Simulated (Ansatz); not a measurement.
The same calculation of Mo, space group Im-3m as a Python script and as an input file (Ansatz 0.2.0 through its Python package).

The script, `mo.py`:
```python
"""Which atoms and shells make the states of Mo."""

import ansatz as az
import numpy as np

SETTINGS = {
    "functional": "pbesol",
    "smearing": "cold",
    "sigma": 0.1,
    "ecut": 470,
    "k_length": 29,
    "extra_bands": 8,
}


def main() -> None:
    structure = (
        az.Lattice.of([-1.573415, 1.573415, 1.573415], [1.573415, -1.573415, 1.573415], [1.573415, 1.573415, -1.573415])
        .atom("Mo", [0.0, 0.0, 0.0])
    )

    model = (
        structure.calculation()
        .functional(SETTINGS["functional"])
        .occupations(SETTINGS["smearing"], width=SETTINGS["sigma"])
        .basis(SETTINGS["ecut"])
        .kpoints(length=SETTINGS["k_length"])
        .scf(extra_bands=SETTINGS["extra_bands"])
        .density_of_states(projected=True, energy_step=0.05)
    )
    done = model.run(threads=1)
    summary = done.report

    dos = done.density_of_states()
    energy = np.asarray(dos.energies_ev) - dos.fermi_ev
    curves = {}
    for site in done.projected_density_of_states().sites:
        for shell in site.shells:
            weight = sum(np.sum(curve.g_bin_mean_per_ev, axis=0) for curve in shell.curves)
            name = f"{site.species} {shell.label}"
            curves[name] = curves.get(name, 0) + weight

    step = energy[1] - energy[0]
    windows = [(-6, -3), (-3, 0), (0, 4)]
    print("states by shell in windows of E - E_F (eV):", windows)
    for name, g in curves.items():
        print(f"{name:8s}", " ".join(f"{step * g[(energy >= a) & (energy < b)].sum():8.3f}" for a, b in windows))
    filled = (energy < 0) & (energy > -6)
    for name, g in curves.items():
        if g[filled].sum() * step > 0.5:
            print(f"centre of {name}: {np.average(energy[filled], weights=g[filled]):.2f} eV")


if __name__ == "__main__":
    main()
```

Running `python mo.py` prints:
```text
states by shell in windows of E - E_F (eV): [(-6, -3), (-3, 0), (0, 4)]
Mo 4S       0.026    0.001    0.005
Mo 5S       0.382    0.219    0.205
Mo 4P       0.043    0.037    0.010
Mo 4D       2.636    2.553    4.254
centre of Mo 5S: -3.63 eV
centre of Mo 4D: -2.94 eV
```

`input.yaml`:
```yaml
crystal:
  lattice:
    - [-1.573415, 1.573415, 1.573415]
    - [1.573415, -1.573415, 1.573415]
    - [1.573415, 1.573415, -1.573415]
  atoms:
    - { symbol: Mo, position: [0.0, 0.0, 0.0] }
basis:
  ecutwfc: 470.0
kpoints:
  mp_grid:
    grid: [13, 13, 13]
hamiltonian:
  xc: pbesol
scf:
  n_extra_bands: 8
  occupations:
    method: cold
    width: 0.1
output:
  dos:
    de: 0.05
    projected: true
```

Reading the output:
- The mesh is modest for a metal, so energies can be off by several to tens of meV an atom and pressures by half a GPa or more; differences at equal mesh fare better.
- Curves are summed over the cell's atoms. Only shells that the potentials hold have channels, so projections don't add up to the total, least of all where a shell is missing (p of most metals); heights and places of peaks move with the mesh.
- The density of states is complete only as far up as bands were computed.
- A band centre counts only the states inside the window taken.
- Run time: 2 s on 1 thread of Arm Neoverse V1, on a shared host, peak memory 0.33 GiB.
